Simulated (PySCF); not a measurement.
Crystal: OBSiClH4, in a box.

```
O B Si Cl H
1.0
    12.00000    0.00000    0.00000
     0.00000   13.00000    0.00000
     0.00000    0.00000   14.00000
O B Si Cl H
1 1 1 1 4
Direct
  0.42205 0.61555 0.44045
  0.44916 0.51589 0.45030
  0.48286 0.45347 0.57947
  0.45574 0.43650 0.34699
  0.40796 0.63601 0.37533
  0.47306 0.53005 0.65787
  0.59799 0.41093 0.57881
  0.40418 0.36722 0.59780
```

Program: PySCF 2.14.0. Alike in all runs: task atomic charges; potentials or basis 6-31g* (all-electron); no spin polarisation; cell as given; k mesh 1 × 1 × 1; smearing fixed.

Question: Order these runs on this cell by their band gap on the k mesh, lowest first.
A. level SCAN0
B. level BHandHLYP
C. level wB97X

Answer: A (7.85 eV), B (9.83 eV), C (12.22 eV).

Caveats: this is a molecule in a periodic box at the Γ point, so its band gap is the HOMO-LUMO gap; the basis of atomic orbitals isn't converged, which shifts pressures, moduli and gaps.

A k mesh can miss the band edges.

Not every run made on this cell is shown here.
